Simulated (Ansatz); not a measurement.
# C₂H₂AlClS: small, medium and large basis sets

An exercise on one series of results from a longer session: the logs are not shown, and one member is left open.

Method: one geometry, several basis sets; program: Ansatz 0.2.0, Gaussian basis.

Plan: PBE0-D4/def2-SVP; ωB97M-V/def2-SVP; PBE0-D4/def2-QZVPP; ωB97M-V/def2-QZVPP; the functionals' def2-TZVPP values are taken from earlier runs.

## The relaxed structure

An earlier PBE0-D4 in a triple-zeta def2 set relaxation fixed the geometry.

7 atoms, charge 0, spin multiplicity 1.

Atoms are counted from 1 here; the program's logs count them from 0.

Bond lengths: S1–C2 1.868 Å, S1–Al4 2.120 Å, C2–C3 1.322 Å, C2–Al4 1.864 Å, C3–H6 1.085 Å, C3–H7 1.087 Å, Al4–Cl5 2.065 Å. Angles: C2–S1–Al4 55.3°, S1–C2–C3 126.7°, S1–C2–Al4 69.2°, C3–C2–Al4 164.1°, C2–C3–H6 119.9°, C2–C3–H7 122.8°, H6–C3–H7 117.3°, S1–Al4–C2 55.5°, S1–Al4–Cl5 148.6°, C2–Al4–Cl5 156.0°.

As a file:

```mol
C2H2AlClS
  3D, bonds by distance, orders not assigned

  7  7  0  0  0  0  0  0  0  0999 V2000
   -0.8906   -1.5455   -0.6070 S   0  0
    0.1357   -0.1486    0.0891 C   0  0
    1.2026   -0.2618    0.8608 C   0  0
   -1.2692    0.5131   -0.9426 Al  0  0
   -2.4363    1.9686   -1.8276 Cl  0  0
    1.7185    0.6286    1.2049 H   0  0
    1.6004   -1.2223    1.1766 H   0  0
  1  2  8  0
  1  4  8  0
  2  3  8  0
  2  4  8  0
  3  6  8  0
  3  7  8  0
  4  5  8  0
M  END
```

The first run:

in.yaml reads:

```yaml
crystal:
  periodic: [false, false, false]
  atoms:
    - {symbol: S, position_ang: [-0.890643, -1.545523, -0.606959]}
    - {symbol: C, position_ang: [0.135667, -0.148649, 0.089130]}
    - {symbol: C, position_ang: [1.202625, -0.261810, 0.860758]}
    - {symbol: Al, position_ang: [-1.269208, 0.513094, -0.942623]}
    - {symbol: Cl, position_ang: [-2.436267, 1.968648, -1.827557]}
    - {symbol: H, position_ang: [1.718511, 0.628574, 1.204851]}
    - {symbol: H, position_ang: [1.600415, -1.222335, 1.176600]}
basis:
  gaussian: {orbitals: def2-SVP}
hamiltonian: {xc: pbe0, dispersion: d4}
output: {orbitals: {seedname: orbitals}}
```

Launch:

```sh
> ansatz run in.yaml --threads 2 --pin off --events-out ev --progress --plain --max-ram 4352MiB
```

Among the steps run: PBE0-D4 in def2-SVP; ωB97M-V in def2-SVP; PBE0-D4 in def2-QZVPP; ωB97M-V in def2-QZVPP.

One table of the session follows, with a row left open; its other results are not shown here.

| functional | basis | HOMO (eV) | LUMO (eV) |
| --- | --- | --- | --- |
| PBE0-D4 | def2-SVP | -6.57 | -1.46 |
| PBE0-D4 | def2-TZVPP | -6.66 | -1.58 |
| PBE0-D4 | def2-QZVPP | -6.69 | -1.65 |
| ωB97M-V | def2-SVP | ? | ? |
| ωB97M-V | def2-TZVPP | -8.72 | 0.19 |
| ωB97M-V | def2-QZVPP | -8.75 | 0.00 |

**Question.** Estimate the row for ωB97M-V, def2-SVP.

As computed: HOMO (eV): -8.60; LUMO (eV): 0.35. In the column «HOMO (eV)» it lies between ωB97M-V, def2-TZVPP (-8.72) and PBE0-D4, def2-QZVPP (-6.69).
